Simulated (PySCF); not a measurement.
# Ge2H6: NMR shieldings, spin-spin couplings, relativistic core levels

Wanted: NMR shieldings, spin-spin couplings, relativistic core levels for Ge2H6 (`[GeH3][GeH3]`).

Programs: PySCF 2.14.0, with routines of our own; each step states its level. All values are computed. Atoms count from 0.

## 1. The starting structure

8 atoms, charge 0, multiplicity 1; geometry from: GFN2-xTB.

## 2. Optimising the geometry at PBE0-D3(BJ)/def2-SVP

The job: settings as JSON, then the geometry in Å.

```
{"job": {"xc": "PBE0", "basis": "def2-SVP", "d3": "d3bj", "grid": 1, "maxiter": 30, "shake": 0.01, "kind": "geom"}, "charge": 0, "multiplicity": 1}
Ge    -1.153810     0.090730    -0.017140
Ge     1.172210    -0.116610     0.012430
H     -1.861240    -0.805200    -1.007020
H     -1.596940     1.496540    -0.394790
H     -1.816880    -0.179600     1.291180
H      1.622380    -1.488560     0.379040
H      1.855570     0.799000     0.996740
H      1.833850     0.184570    -1.312900
```

Command:

```
OMP_NUM_THREADS=1 python heavy_run.py task.json out
```

One launch serves the whole session: the jobs run in the order shown.

The program printed:

```text
step   0  E = -4156.54618064  max force = 0.018954
step   1  E = -4156.55212898  max force = 0.005154
step   2  E = -4156.55252201  max force = 0.000429
step   3  E = -4156.55253163  max force = 0.000183
optimisation converged
```

Wall time 9 s (1 thread of Intel Xeon 6975P-C, shared host); peak memory 0.39 GiB.

Step by step:

| step | energy from step 0 (eV) | largest force component (eV/Å) |
| --- | --- | --- |
| 0 | 0.0000 | 0.9747 |
| 1 | -0.1619 | 0.2650 |
| 2 | -0.1726 | 0.0221 |
| 3 | -0.1728 | 0.0094 |

Distances of close pairs at the start and the end, largest changes first:

| bond | before (Å) | after (Å) | change (Å) |
| --- | --- | --- | --- |
| Ge0–Ge1 | 2.335 | 2.421 | +0.085 |
| Ge1–H5 | 1.490 | 1.539 | +0.050 |
| Ge0–H4 | 1.491 | 1.540 | +0.048 |
| Ge1–H6 | 1.508 | 1.540 | +0.032 |
| Ge0–H2 | 1.511 | 1.540 | +0.029 |
| Ge1–H7 | 1.512 | 1.540 | +0.028 |
| Ge0–H3 | 1.522 | 1.540 | +0.018 |

The next job starts from the end point, and lists it.

| at the end point | value |
| --- | --- |
| point group (found at 0.08 Å tolerance) | D3d |
| rotational constants (GHz, main isotopes) | 40.104, 2.095, 2.095 |
| dipole moment (D) | 0.01 |

## 3. NMR shieldings: PBE0/pcJ-1 Ge:dyall-v2z, spin–orbit

The job: settings as JSON, then the geometry in Å.

```
{"job": {"kind": "hnmr", "xc": "PBE0", "basis": {"default": "pcJ-1", "Ge": "dyall-v2z"}, "rel": "so"}, "charge": 0, "multiplicity": 1}
Ge    -1.172451     0.139011     0.000446
Ge     1.233063    -0.123678     0.058562
H     -1.794610    -0.819144    -1.031819
H     -1.534416     1.583979    -0.390408
H     -1.783430    -0.162566     1.381069
H      1.616013    -1.564175     0.443383
H      1.848483     0.839504     1.090414
H      1.833503     0.190515    -1.324340
```

Method: PBE0/pcJ-1 Ge:dyall-v2z GIAO NMR shielding, X2C with spin-orbit coupling, screened-nuclear two-electron part, Gaussian nuclei, gas phase.

The program printed:

```text
spin-free SCF
coarse grid: 29664 points
cycle   1  E = -4200.7250000705  dE = -2.772e-01  |g| = 5.252e-01  |ddm| = 1.988e+00
cycle   2  E = -4200.7157346639  dE =  9.265e-03  |g| = 6.981e-01  |ddm| = 2.843e-01
cycle   3  E = -4200.7387167479  dE = -2.298e-02  |g| = 1.892e-02  |ddm| = 1.587e-01
cycle   4  E = -4200.7387252553  dE = -8.507e-06  |g| = 6.469e-03  |ddm| = 1.000e-02
cycle   5  E = -4200.7387289457  dE = -3.690e-06  |g| = 8.887e-04  |ddm| = 4.161e-03
final grid: 58312 points
cycle   6  E = -4200.7389548343  dE = -1.478e-07  |g| = 1.409e-03  |ddm| = 1.974e-03
cycle   7  E = -4200.7389547611  dE =  7.319e-08  |g| = 1.940e-03  |ddm| = 1.731e-03
cycle   8  E = -4200.7389550619  dE = -3.008e-07  |g| = 1.596e-04  |ddm| = 7.438e-04
cycle   9  E = -4200.7389550649  dE = -3.041e-09  |g| = 6.888e-05  |ddm| = 2.053e-04
converged SCF energy = -4200.7389550649
two-component SCF
cycle   1  E = -4200.6643808093  dE = -4.201e+03  |FDS-SDF| = 2.126e+01
cycle   2  E = -4200.8247658863  dE = -1.604e-01  |FDS-SDF| = 1.008e-01
cycle   3  E = -4200.8248768889  dE = -1.110e-04  |FDS-SDF| = 3.519e-03
cycle   4  E = -4200.8248781136  dE = -1.225e-06  |FDS-SDF| = 2.141e-03
cycle   5  E = -4200.8248783172  dE = -2.036e-07  |FDS-SDF| = 6.572e-04
cycle   6  E = -4200.8248783504  dE = -3.316e-08  |FDS-SDF| = 4.090e-05
cycle   7  E = -4200.8248783509  dE = -5.612e-10  |FDS-SDF| = 9.315e-06
converged, E = -4200.8248783509

Field gradients (au) and densities at the nuclei (bohr^-3)
atom        Vxx        Vyy        Vzz        centre      nuclear mean
  0 Ge    -0.1275    -0.1293     0.2569      29255.632      29226.256
  1 Ge    -0.1272    -0.1290     0.2562      29255.632      29226.256
  2 H     -0.0671    -0.0680     0.1350          0.404          0.404
  3 H     -0.0670    -0.0679     0.1348          0.404          0.404
  4 H     -0.0671    -0.0680     0.1351          0.405          0.405
  5 H     -0.0671    -0.0681     0.1352          0.405          0.405
  6 H     -0.0670    -0.0679     0.1349          0.404          0.404
  7 H     -0.0670    -0.0679     0.1349          0.404          0.404
without picture change
  0 Ge                           0.2669                     45024.403
  1 Ge                           0.2662                     45024.404

Core orbital energies (eV)
atom   shell        mean    spread
  0 Ge 1s       -11006.035   0.000
  0 Ge 2s        -1390.890   0.000
  0 Ge 3s         -176.320   0.000
  0 Ge 4s          -16.356   0.000
  0 Ge 2p1/2     -1235.581   0.000
  0 Ge 2p3/2     -1203.822   0.007
  0 Ge 3p1/2      -124.715   0.000
  0 Ge 3p3/2      -120.371   0.014
  0 Ge 3d3/2       -32.924   0.004
  0 Ge 3d5/2       -32.338   0.050
  1 Ge 1s       -11006.035   0.000
  1 Ge 2s        -1390.889   0.000
  1 Ge 3s         -176.320   0.000
  1 Ge 4s          -16.355   0.000
  1 Ge 2p1/2     -1235.580   0.000
  1 Ge 2p3/2     -1203.821   0.007
  1 Ge 3p1/2      -124.714   0.000
  1 Ge 3p3/2      -120.371   0.014
  1 Ge 3d3/2       -32.924   0.004
  1 Ge 3d5/2       -32.337   0.050

Shielding tensors (ppm)
atom      isotropic    diamagn.    paramagn.     s11        s22        s33       span
  0 Ge     1871.61     2650.92     -779.30    1866.04    1867.91    1880.89      14.85
  1 Ge     1871.64     2650.90     -779.26    1865.78    1868.08    1881.05      15.27
  2 H        27.75       27.84       -0.08      21.88      22.56      38.82      16.95
  3 H        27.75       27.83       -0.08      21.87      22.59      38.80      16.94
  4 H        27.76       27.81       -0.06      21.88      22.55      38.83      16.95
  5 H        27.76       27.80       -0.04      21.89      22.54      38.84      16.95
  6 H        27.76       27.80       -0.04      21.87      22.58      38.81      16.94
  7 H        27.75       27.82       -0.06      21.87      22.59      38.81      16.94
```

It took 51 s on 1 thread of Intel Xeon 6975P-C, shared host; peak memory 1.2 GiB.

In short:

| quantity | value |
| --- | --- |
| energy from spin-orbit coupling | -0.0859 Eh |

## 4. Spin-spin couplings: PBE0/pcJ-1 Ge:dyall-v2z, spin–orbit

Settings changed since step 3:

```diff
@@ -1,2 +1,2 @@
-{"job": {"kind": "hnmr", "xc": "PBE0", "basis": {"default": "pcJ-1", "Ge": "dyall-v2z"}, "rel": "so"}, "charge": 0, "multiplicity": 1}
+{"job": {"kind": "hj", "xc": "PBE0", "basis": {"default": "pcJ-1", "Ge": "dyall-v2z"}, "rel": "so", "atoms": [0]}, "charge": 0, "multiplicity": 1}
 Ge    -1.172451     0.139011     0.000446
```

With the program's defaults for keys left out, this is: PBE0/pcJ-1 Ge:dyall-v2z indirect spin-spin coupling, X2C with spin-orbit coupling, screened-nuclear two-electron part, Gaussian nuclei, gas phase.

The program printed:

```text
spin-free SCF
coarse grid: 29664 points
cycle   1  E = -4200.7250000705  dE = -2.772e-01  |g| = 5.252e-01  |ddm| = 1.988e+00
cycle   2  E = -4200.7157346639  dE =  9.265e-03  |g| = 6.981e-01  |ddm| = 2.843e-01
cycle   3  E = -4200.7387167479  dE = -2.298e-02  |g| = 1.892e-02  |ddm| = 1.587e-01
cycle   4  E = -4200.7387252553  dE = -8.507e-06  |g| = 6.469e-03  |ddm| = 1.000e-02
cycle   5  E = -4200.7387289457  dE = -3.690e-06  |g| = 8.887e-04  |ddm| = 4.161e-03
final grid: 58312 points
cycle   6  E = -4200.7389548343  dE = -1.478e-07  |g| = 1.409e-03  |ddm| = 1.974e-03
cycle   7  E = -4200.7389547611  dE =  7.319e-08  |g| = 1.940e-03  |ddm| = 1.731e-03
cycle   8  E = -4200.7389550619  dE = -3.008e-07  |g| = 1.596e-04  |ddm| = 7.438e-04
cycle   9  E = -4200.7389550649  dE = -3.041e-09  |g| = 6.888e-05  |ddm| = 2.053e-04
converged SCF energy = -4200.7389550649
two-component SCF
cycle   1  E = -4200.6643808093  dE = -4.201e+03  |FDS-SDF| = 2.126e+01
cycle   2  E = -4200.8247658863  dE = -1.604e-01  |FDS-SDF| = 1.008e-01
cycle   3  E = -4200.8248768889  dE = -1.110e-04  |FDS-SDF| = 3.519e-03
cycle   4  E = -4200.8248781136  dE = -1.225e-06  |FDS-SDF| = 2.141e-03
cycle   5  E = -4200.8248783172  dE = -2.036e-07  |FDS-SDF| = 6.572e-04
cycle   6  E = -4200.8248783504  dE = -3.316e-08  |FDS-SDF| = 4.090e-05
cycle   7  E = -4200.8248783509  dE = -5.612e-10  |FDS-SDF| = 9.315e-06
converged, E = -4200.8248783509

Indirect spin-spin couplings
  i        j     bonds      J/Hz   K/1e19 T2/J   anisotropy/Hz
  0  73Ge   1  73Ge   1       10.17      691.82        20.5
  0  73Ge   2   1H    1      -90.09      214.35       -18.2
  0  73Ge   3   1H    1      -89.73      213.50       -18.3
  0  73Ge   4   1H    1      -90.10      214.39       -18.2
  0  73Ge   5   1H    2       -4.30       10.22        -1.5
  0  73Ge   6   1H    2       -4.30       10.24        -1.5
  0  73Ge   7   1H    2       -4.30       10.24        -1.5
```

Wall time 43 s (1 thread of Intel Xeon 6975P-C, shared host); peak memory 0.84 GiB.

In short:

| quantity | value |
| --- | --- |
| energy from spin-orbit coupling | -0.0859 Eh |

## 5. Relativistic core levels: PBE0/pcJ-1 Ge:dyall-v2z, spin–orbit

Settings changed since step 4:

```diff
@@ -1,2 +1,2 @@
-{"job": {"kind": "hj", "xc": "PBE0", "basis": {"default": "pcJ-1", "Ge": "dyall-v2z"}, "rel": "so", "atoms": [0]}, "charge": 0, "multiplicity": 1}
+{"job": {"kind": "hxps", "xc": "PBE0", "basis": {"default": "pcJ-1", "Ge": "dyall-v2z"}, "rel": "so", "holes": [[0, "2p"]]}, "charge": 0, "multiplicity": 1}
 Ge    -1.172451     0.139011     0.000446
```

Method: PBE0/pcJ-1 Ge:dyall-v2z core ionisation, delta-SCF with one localised hole, X2C with spin-orbit coupling, screened-nuclear two-electron part, Gaussian nuclei, gas phase.

The program printed:

```text
spin-free SCF
coarse grid: 29664 points
cycle   1  E = -4200.7250000705  dE = -2.772e-01  |g| = 5.252e-01  |ddm| = 1.988e+00
cycle   2  E = -4200.7157346639  dE =  9.265e-03  |g| = 6.981e-01  |ddm| = 2.843e-01
cycle   3  E = -4200.7387167479  dE = -2.298e-02  |g| = 1.892e-02  |ddm| = 1.587e-01
cycle   4  E = -4200.7387252553  dE = -8.507e-06  |g| = 6.469e-03  |ddm| = 1.000e-02
cycle   5  E = -4200.7387289457  dE = -3.690e-06  |g| = 8.887e-04  |ddm| = 4.161e-03
final grid: 58312 points
cycle   6  E = -4200.7389548343  dE = -1.478e-07  |g| = 1.409e-03  |ddm| = 1.974e-03
cycle   7  E = -4200.7389547611  dE =  7.319e-08  |g| = 1.940e-03  |ddm| = 1.731e-03
cycle   8  E = -4200.7389550619  dE = -3.008e-07  |g| = 1.596e-04  |ddm| = 7.438e-04
cycle   9  E = -4200.7389550649  dE = -3.041e-09  |g| = 6.888e-05  |ddm| = 2.053e-04
converged SCF energy = -4200.7389550649
two-component SCF
cycle   1  E = -4200.6643808093  dE = -4.201e+03  |FDS-SDF| = 2.126e+01
cycle   2  E = -4200.8247658863  dE = -1.604e-01  |FDS-SDF| = 1.008e-01
cycle   3  E = -4200.8248768889  dE = -1.110e-04  |FDS-SDF| = 3.519e-03
cycle   4  E = -4200.8248781136  dE = -1.225e-06  |FDS-SDF| = 2.141e-03
cycle   5  E = -4200.8248783172  dE = -2.036e-07  |FDS-SDF| = 6.572e-04
cycle   6  E = -4200.8248783504  dE = -3.316e-08  |FDS-SDF| = 4.090e-05
cycle   7  E = -4200.8248783509  dE = -5.612e-10  |FDS-SDF| = 9.315e-06
converged, E = -4200.8248783509

Field gradients (au) and densities at the nuclei (bohr^-3)
atom        Vxx        Vyy        Vzz        centre      nuclear mean
  0 Ge    -0.1275    -0.1293     0.2569      29255.632      29226.256
  1 Ge    -0.1272    -0.1290     0.2562      29255.632      29226.256
  2 H     -0.0671    -0.0680     0.1350          0.404          0.404
  3 H     -0.0670    -0.0679     0.1348          0.404          0.404
  4 H     -0.0671    -0.0680     0.1351          0.405          0.405
  5 H     -0.0671    -0.0681     0.1352          0.405          0.405
  6 H     -0.0670    -0.0679     0.1349          0.404          0.404
  7 H     -0.0670    -0.0679     0.1349          0.404          0.404
without picture change
  0 Ge                           0.2669                     45024.403
  1 Ge                           0.2662                     45024.404

Core orbital energies (eV)
atom   shell        mean    spread
  0 Ge 1s       -11006.035   0.000
  0 Ge 2s        -1390.890   0.000
  0 Ge 3s         -176.320   0.000
  0 Ge 4s          -16.356   0.000
  0 Ge 2p1/2     -1235.581   0.000
  0 Ge 2p3/2     -1203.822   0.007
  0 Ge 3p1/2      -124.715   0.000
  0 Ge 3p3/2      -120.371   0.014
  0 Ge 3d3/2       -32.924   0.004
  0 Ge 3d5/2       -32.338   0.050
  1 Ge 1s       -11006.035   0.000
  1 Ge 2s        -1390.889   0.000
  1 Ge 3s         -176.320   0.000
  1 Ge 4s          -16.355   0.000
  1 Ge 2p1/2     -1235.580   0.000
  1 Ge 2p3/2     -1203.821   0.007
  1 Ge 3p1/2      -124.714   0.000
  1 Ge 3p3/2      -120.371   0.014
  1 Ge 3d3/2       -32.924   0.004
  1 Ge 3d5/2       -32.337   0.050

hole in 2p3/2 of atom 0
cycle   1  E = -4154.8565548907  dE = -4.155e+03  |FDS-SDF| = 6.562e+00
cycle   2  E = -4154.7524877189  dE =  1.041e-01  |FDS-SDF| = 5.643e+00
cycle   3  E = -4155.9541376667  dE = -1.202e+00  |FDS-SDF| = 6.122e-01
cycle   4  E = -4155.9718715008  dE = -1.773e-02  |FDS-SDF| = 7.115e-02
cycle   5  E = -4155.9721199256  dE = -2.484e-04  |FDS-SDF| = 3.667e-02
cycle   6  E = -4155.9721780518  dE = -5.813e-05  |FDS-SDF| = 2.136e-03
cycle   7  E = -4155.9721788243  dE = -7.725e-07  |FDS-SDF| = 6.733e-04
cycle   8  E = -4155.9721789661  dE = -1.418e-07  |FDS-SDF| = 1.311e-04
cycle   9  E = -4155.9721789724  dE = -6.295e-09  |FDS-SDF| = 4.308e-05
converged, E = -4155.9721789724

Core binding energies (eV)
atom   line    delta-SCF   -orbital   splitting
  0 Ge 2p3/2    1220.502    1203.82     31.76
```

Wall time 33 s (1 thread of Intel Xeon 6975P-C, shared host); peak memory 1 GiB.

In short:

| quantity | value |
| --- | --- |
| energy from spin-orbit coupling | -0.0859 Eh |

## 6. NMR shieldings: PBE0/pcJ-1 Ge:dyall-v2z, non-relativistic

Settings changed since step 5:

```diff
@@ -1,2 +1,2 @@
-{"job": {"kind": "hxps", "xc": "PBE0", "basis": {"default": "pcJ-1", "Ge": "dyall-v2z"}, "rel": "so", "holes": [[0, "2p"]]}, "charge": 0, "multiplicity": 1}
+{"job": {"kind": "hnmr", "xc": "PBE0", "basis": {"default": "pcJ-1", "Ge": "dyall-v2z"}, "rel": "nr"}, "charge": 0, "multiplicity": 1}
 Ge    -1.172451     0.139011     0.000446
```

With the program's defaults for keys left out, this is: PBE0/pcJ-1 Ge:dyall-v2z GIAO NMR shielding, non-relativistic, Gaussian nuclei, gas phase.

The program printed:

```text
non-relativistic SCF
coarse grid: 29664 points
cycle   1  E = -4157.0224238226  dE = -2.595e+01  |g| = 2.551e+00  |ddm| = 2.062e+00
cycle   2  E = -4156.9734560186  dE =  4.897e-02  |g| = 1.782e+00  |ddm| = 5.395e-01
cycle   3  E = -4157.0774456039  dE = -1.040e-01  |g| = 7.241e-01  |ddm| = 4.830e-01
cycle   4  E = -4157.1014116279  dE = -2.397e-02  |g| = 3.298e-02  |ddm| = 1.603e-01
cycle   5  E = -4157.1014855349  dE = -7.391e-05  |g| = 3.604e-03  |ddm| = 1.661e-02
cycle   6  E = -4157.1014885996  dE = -3.065e-06  |g| = 4.880e-04  |ddm| = 4.005e-03
final grid: 58312 points
cycle   7  E = -4157.1014842373  dE = -3.692e-08  |g| = 4.560e-04  |ddm| = 1.081e-03
cycle   8  E = -4157.1014842428  dE = -5.462e-09  |g| = 6.134e-04  |ddm| = 8.769e-04
cycle   9  E = -4157.1014842965  dE = -5.368e-08  |g| = 1.003e-04  |ddm| = 3.444e-04
cycle  10  E = -4157.1014842982  dE = -1.759e-09  |g| = 1.509e-06  |ddm| = 7.676e-05
converged SCF energy = -4157.1014842982
check of the scalar solution
cycle   1  E = -4157.1014842982  dE = -4.157e+03  |FDS-SDF| = 1.509e-06
cycle   2  E = -4157.1014842983  dE = -1.091e-11  |FDS-SDF| = 2.169e-06
converged, E = -4157.1014842983

Field gradients (au) and densities at the nuclei (bohr^-3)
atom        Vxx        Vyy        Vzz        centre      nuclear mean
  0 Ge    -0.1046    -0.1065     0.2111      22239.873      22226.026
  1 Ge    -0.1043    -0.1062     0.2105      22239.873      22226.026
  2 H     -0.0687    -0.0697     0.1385          0.407          0.407
  3 H     -0.0686    -0.0696     0.1383          0.407          0.407
  4 H     -0.0688    -0.0698     0.1385          0.407          0.407
  5 H     -0.0688    -0.0698     0.1387          0.407          0.407
  6 H     -0.0687    -0.0697     0.1384          0.407          0.407
  7 H     -0.0686    -0.0697     0.1383          0.407          0.407

Core orbital energies (eV)
atom   shell        mean    spread
  0 Ge 1s       -10858.156   0.000
  0 Ge 2s        -1357.027   0.000
  0 Ge 3s         -170.765   0.000
  0 Ge 4s          -16.160   0.000
  0 Ge 2p        -1206.766   0.010
  0 Ge 3p         -120.554   0.020
  0 Ge 3d          -33.399   0.072
  1 Ge 1s       -10858.156   0.000
  1 Ge 2s        -1357.026   0.000
  1 Ge 3s         -170.765   0.000
  1 Ge 4s          -16.160   0.000
  1 Ge 2p        -1206.766   0.010
  1 Ge 3p         -120.553   0.020
  1 Ge 3d          -33.398   0.072

Shielding tensors (ppm)
atom      isotropic    diamagn.    paramagn.     s11        s22        s33       span
  0 Ge     1673.81     2757.41    -1083.59    1667.35    1669.27    1684.83      17.48
  1 Ge     1673.84     2757.39    -1083.56    1667.10    1669.44    1684.98      17.88
  2 H        27.61       28.11       -0.49      21.28      22.35      39.21      17.93
  3 H        27.61       28.11       -0.49      21.27      22.38      39.19      17.92
  4 H        27.61       28.09       -0.48      21.28      22.35      39.21      17.93
  5 H        27.62       28.08       -0.46      21.29      22.34      39.22      17.94
  6 H        27.62       28.07       -0.46      21.27      22.37      39.20      17.93
  7 H        27.61       28.09       -0.48      21.27      22.38      39.19      17.92
```

It took 20 s on 1 thread of Intel Xeon 6975P-C, shared host; peak memory 1.1 GiB.

## 7. Spin-spin couplings: PBE0/pcJ-1 Ge:dyall-v2z, non-relativistic

Settings changed since step 6:

```diff
@@ -1,2 +1,2 @@
-{"job": {"kind": "hnmr", "xc": "PBE0", "basis": {"default": "pcJ-1", "Ge": "dyall-v2z"}, "rel": "nr"}, "charge": 0, "multiplicity": 1}
+{"job": {"kind": "hj", "xc": "PBE0", "basis": {"default": "pcJ-1", "Ge": "dyall-v2z"}, "rel": "nr", "atoms": [0]}, "charge": 0, "multiplicity": 1}
 Ge    -1.172451     0.139011     0.000446
```

Method: PBE0/pcJ-1 Ge:dyall-v2z indirect spin-spin coupling, non-relativistic, Gaussian nuclei, gas phase.

The program printed:

```text
non-relativistic SCF
coarse grid: 29664 points
cycle   1  E = -4157.0224238226  dE = -2.595e+01  |g| = 2.551e+00  |ddm| = 2.062e+00
cycle   2  E = -4156.9734560186  dE =  4.897e-02  |g| = 1.782e+00  |ddm| = 5.395e-01
cycle   3  E = -4157.0774456039  dE = -1.040e-01  |g| = 7.241e-01  |ddm| = 4.830e-01
cycle   4  E = -4157.1014116279  dE = -2.397e-02  |g| = 3.298e-02  |ddm| = 1.603e-01
cycle   5  E = -4157.1014855349  dE = -7.391e-05  |g| = 3.604e-03  |ddm| = 1.661e-02
cycle   6  E = -4157.1014885996  dE = -3.065e-06  |g| = 4.880e-04  |ddm| = 4.005e-03
final grid: 58312 points
cycle   7  E = -4157.1014842373  dE = -3.692e-08  |g| = 4.560e-04  |ddm| = 1.081e-03
cycle   8  E = -4157.1014842428  dE = -5.462e-09  |g| = 6.134e-04  |ddm| = 8.769e-04
cycle   9  E = -4157.1014842965  dE = -5.368e-08  |g| = 1.003e-04  |ddm| = 3.444e-04
cycle  10  E = -4157.1014842982  dE = -1.759e-09  |g| = 1.509e-06  |ddm| = 7.676e-05
converged SCF energy = -4157.1014842982
two-component SCF
cycle   1  E = -4157.1014842982  dE = -4.157e+03  |FDS-SDF| = 1.509e-06
cycle   2  E = -4157.1014842982  dE = -3.638e-12  |FDS-SDF| = 2.169e-06
converged, E = -4157.1014842982

Indirect spin-spin couplings
  i        j     bonds      J/Hz   K/1e19 T2/J   anisotropy/Hz
  0  73Ge   1  73Ge   1        9.52      647.11        16.4
  0  73Ge   2   1H    1      -82.28      195.77       -14.5
  0  73Ge   3   1H    1      -81.97      195.02       -14.6
  0  73Ge   4   1H    1      -82.30      195.81       -14.5
  0  73Ge   5   1H    2       -3.21        7.65        -1.1
  0  73Ge   6   1H    2       -3.21        7.64        -1.1
  0  73Ge   7   1H    2       -3.21        7.64        -1.1
```

Wall time 31 s (1 thread of Intel Xeon 6975P-C, shared host); peak memory 0.79 GiB.

(Part 1 of 2 ends here.)
